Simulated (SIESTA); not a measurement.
Wanted: the native input for a SIESTA 5.4.2 run.

```
Task                     : density of states
Functional               : PBEsol
Potentials or basis      : PseudoDojo 0.4 standard (PBEsol files)
Basis                    : DZP (energy shift 0.003 Ry; two zetas on semicore shells)
Grid cutoff              : 800 Ry
Energy shift             : 0.003 Ry
k mesh                   : 8 × 8 × 8
Occupations              : fermi-dirac, width 0.05 eV
Spin                     : no spin polarisation
Hubbard terms            : Zr d U = 4 eV
Hubbard projector method : 1
U from the first cycle   : yes
broadening (eV)          : 0.05 eV
window from (eV)         : -25 eV
window to (eV)           : 5 eV
energy points            : 301
k mesh for the DOS       : 12 × 12 × 12
```

ZrB:

```
Zr B
1.0
     0.00000    2.32500    2.32500
     2.32500    0.00000    2.32500
     2.32500    2.32500    0.00000
Zr B
1 1
Direct
  0.00000 0.00000 0.00000
  0.50000 0.50000 0.50000
```

The input as run:

ZrB.fdf

```
SystemName                      ZrB
SystemLabel                     ZrB
NumberOfSpecies                 2
NumberOfAtoms                   2
%block ChemicalSpeciesLabel
  1  40 Zr
  2   5 B
%endblock ChemicalSpeciesLabel

LatticeConstant                 1.0 Ang
%block LatticeVectors
     0.0000000000     2.3250000000     2.3250000000
     2.3250000000     0.0000000000     2.3250000000
     2.3250000000     2.3250000000     0.0000000000
%endblock LatticeVectors
AtomicCoordinatesFormat         Fractional
%block AtomicCoordinatesAndAtomicSpecies
     0.0000000000     0.0000000000     0.0000000000  1  Zr
     0.5000000000     0.5000000000     0.5000000000  2  B
%endblock AtomicCoordinatesAndAtomicSpecies

%block kgrid.MonkhorstPack
    8   0   0  0.0
    0   8   0  0.0
    0   0   8  0.0
%endblock kgrid.MonkhorstPack
XC.Functional                   GGA
XC.Authors                      PBEsol
PAO.BasisSize                   DZP
PAO.EnergyShift                 0.003 Ry
Mesh.Cutoff                     800 Ry
DFTU.ProjectorGenerationMethod  1
%block DFTU.Proj
  Zr 1
  n=4 2
  4.00 0.00
  0.0
%endblock DFTU.Proj
DFTU.PopTol                     1.0e-5
DFTU.FirstIteration             true
OccupationFunction              FD
ElectronicTemperature           0.05 eV
MaxSCFIterations                200
SCF.MustConverge                false
SCF.Mixer.Method                Pulay
SCF.Mixer.Weight                0.1
SCF.Mixer.History               10
SCF.DM.Tolerance                5.0e-05
SCF.H.Tolerance                 1.0e-03 eV
WriteForces                     true
Charge.Mulliken                 end
%block ProjectedDensityOfStates
  EF -25.0 5.0 0.05 301 eV
%endblock ProjectedDensityOfStates
%block PDOS.kgrid.MonkhorstPack
   12   0   0  0.0
    0  12   0  0.0
    0   0  12  0.0
%endblock PDOS.kgrid.MonkhorstPack
%block PAO.Basis
  Zr 5
  n=4 0 2
    3.497 0.000
  n=5 0 2
    8.986 0.000
  n=4 1 2
    4.065 0.000
  n=5 1 1
    8.986
  n=4 2 2
    7.326 0.000
%endblock PAO.Basis
```

Potentials or basis: PseudoDojo 0.4 standard (PBEsol files), DZP (energy shift 0.003 Ry; two zetas on semicore shells).

Run with:

```bash
$ siesta ZrB.fdf > ZrB.out 2>&1
```

It gave:

```yaml
Pressure: 41.0 GPa
Band_gap_on_the_k_mesh: none (metal or under the smearing width)
```

Caveat: a pressure of tens of GPa on the cell as given is suspect, and the run, the potentials or the cell itself is likely at fault; the basis of atomic orbitals isn't converged, which shifts pressures, moduli and gaps; U without spin polarisation on a metal has little footing; the U is typed as a test and isn't derived for this compound.

Wall time 4.3 min on 1 thread of Intel(R) Xeon(R) 6975P-C (Granite Rapids) (shared host), peak memory 0.39 GiB.
